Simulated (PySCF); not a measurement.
# TaO2⁺ at other levels of theory

Starting from one script, swap the method and compare what comes out for TaO2⁺.

Program: PySCF 2.14.0. Level of theory: method and basis as typed in the scripts. These are calculated values, not measurements.

4 further runs of the same task are left out: 2 for a known fault of the program, 2 that didn't finish.

### Step 1. Starting geometry

TaO2⁺: 3 atoms, charge 1, spin multiplicity 1.

Bond lengths: Ta1–O2 1.739 Å, Ta1–O3 1.739 Å. Angles: O2–Ta1–O3 103.5°.

Geometry (Å):

```xyz
3
O2Ta
Ta    0.0000    0.0000   -0.1614
O     1.3655    0.0000    0.9154
O    -1.3655    0.0000    0.9154
```

### Step 2. The base run

File input.py:

```python
from pyscf import gto, dft

mol = gto.M(
    atom='Ta 0 0 -0.1614; O 1.3655 0 0.9154; O -1.3655 0 0.9154',
    basis='lanl2dz',
    ecp={'Ta': 'lanl2dz'},
    charge=1,
    spin=0,
    verbose=4,
)
mf = dft.RKS(mol, xc='lda,vwn')
mf.kernel()
mf.dip_moment()
print('orbital energies (hartree):', mf.mo_energy[..., max(0, mol.nelec[1]-3):mol.nelec[0]+3].round(4))
```

On the command line:

```
> OMP_NUM_THREADS=1 python input.py
```

### Step 3. Population analysis

Edit 1 changes step after the SCF: none → analyze.

input.py, as its differences from that of step 2:

```diff
@@ -12,2 +12,3 @@
 mf.kernel()
+mf.mulliken_pop()
 mf.dip_moment()
```

### Step 4. ROKS

Edit 2 changes SCF type: RKS → ROKS.

input.py, as its differences from that of step 2:

```diff
@@ -10,3 +10,3 @@
 )
-mf = dft.RKS(mol, xc='lda,vwn')
+mf = dft.ROKS(mol, xc='lda,vwn')
 mf.kernel()
```

Q: Predict the outcome of this session. Wanted: for each run, E(SCF); from base; gap.

**Answer**, as computed:

```
                run  E(SCF) (hartree)  from base (eV)  cycles  gap (eV)
               base       -206.814860               0      13      1.42
population analysis       -206.814860          0.0000      13      1.42
               ROKS       -206.814860          0.0000      13       n/a
```

**Reading.** The SCF energy stays the same, to the digits that matter, with ROKS.
